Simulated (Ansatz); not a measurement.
# C₄GeN₄O₄: how energies converge with the basis set

How large a basis does C₄GeN₄O₄ need? Two functionals are run in growing sets.

The runs use Ansatz 0.2.0, Gaussian basis; one geometry, several basis sets.

Plan: PBE0-D4/def2-SVP; ωB97M-V/def2-SVP; PBE0-D4/def2-QZVPP; ωB97M-V/def2-QZVPP; the functionals' def2-TZVPP values are taken from earlier runs.

## 1. The relaxed structure

All runs share one geometry, relaxed beforehand with PBE0-D4 in a triple-zeta def2 set.

13 atoms, charge 0, spin multiplicity 1.

Atoms are counted from 1 here; the program's logs count them from 0.

Bond lengths: O1–C2 1.158 Å, C2–N3 1.208 Å, N3–Ge4 1.802 Å, Ge4–N5 1.802 Å, Ge4–N8 1.796 Å, Ge4–N11 1.796 Å, N5–C6 1.207 Å, C6–O7 1.158 Å, N8–C9 1.206 Å, C9–O10 1.159 Å, N11–C12 1.206 Å, C12–O13 1.159 Å. Angles: O1–C2–N3 175.8°, C2–N3–Ge4 135.2°, N3–Ge4–N5 108.5°, N3–Ge4–N8 110.6°, N3–Ge4–N11 110.6°, N5–Ge4–N8 110.4°, N5–Ge4–N11 110.4°, N8–Ge4–N11 106.4°, Ge4–N5–C6 136.4°, N5–C6–O7 175.8°, Ge4–N8–C9 136.7°, N8–C9–O10 175.9°, Ge4–N11–C12 136.8°, N11–C12–O13 175.9°.

## 2. PBE0-D4 in def2-SVP

Input file in.yaml:

```yaml
crystal:
  periodic: [false, false, false]
  atoms:
    - {symbol: O, position_ang: [-0.957413, 2.739736, 2.290370]}
    - {symbol: C, position_ang: [-0.953700, 1.734090, 1.716476]}
    - {symbol: N, position_ang: [-1.023437, 0.663526, 1.161568]}
    - {symbol: Ge, position_ang: [-0.039990, -0.199996, -0.076858]}
    - {symbol: N, position_ang: [1.351541, 0.849643, -0.535536]}
    - {symbol: C, position_ang: [2.285970, 0.780087, -1.296647]}
    - {symbol: O, position_ang: [3.206033, 0.790250, -2.000163]}
    - {symbol: N, position_ang: [-1.036461, -0.584196, -1.520635]}
    - {symbol: C, position_ang: [-2.048400, -0.164349, -2.025171]}
    - {symbol: O, position_ang: [-3.011335, 0.181256, -2.568793]}
    - {symbol: N, position_ang: [0.547066, -1.770890, 0.564997]}
    - {symbol: C, position_ang: [0.743695, -2.258212, 1.650589]}
    - {symbol: O, position_ang: [0.956932, -2.795546, 2.654605]}
basis:
  gaussian: {orbitals: def2-SVP}
hamiltonian: {xc: pbe0, dispersion: d4}
output: {orbitals: {seedname: orbitals}}
```

On the command line:

```sh
> ansatz run in.yaml --threads 4 --pin off --events-out ev --progress --plain --max-ram 66560MiB --backend cpu
```

After this run come: ωB97M-V in def2-SVP; PBE0-D4 in def2-QZVPP; ωB97M-V in def2-QZVPP.

Before running them: what should the planned runs give, taken together? Wanted: PBE0-D4: double and triple zeta above quadruple; ωB97M-V: double and triple zeta above quadruple.

The runs gave:

```
                                       quantity           value
PBE0-D4: double and triple zeta above quadruple  30.46, 2.16 eV
ωB97M-V: double and triple zeta above quadruple  30.81, 2.03 eV
```

What this shows: For PBE0-D4 the step from double to triple zeta gains 28.30 eV and the next only 2.16 eV. These are total energies; as a rule much of such shifts cancels in differences, which this series doesn't test.
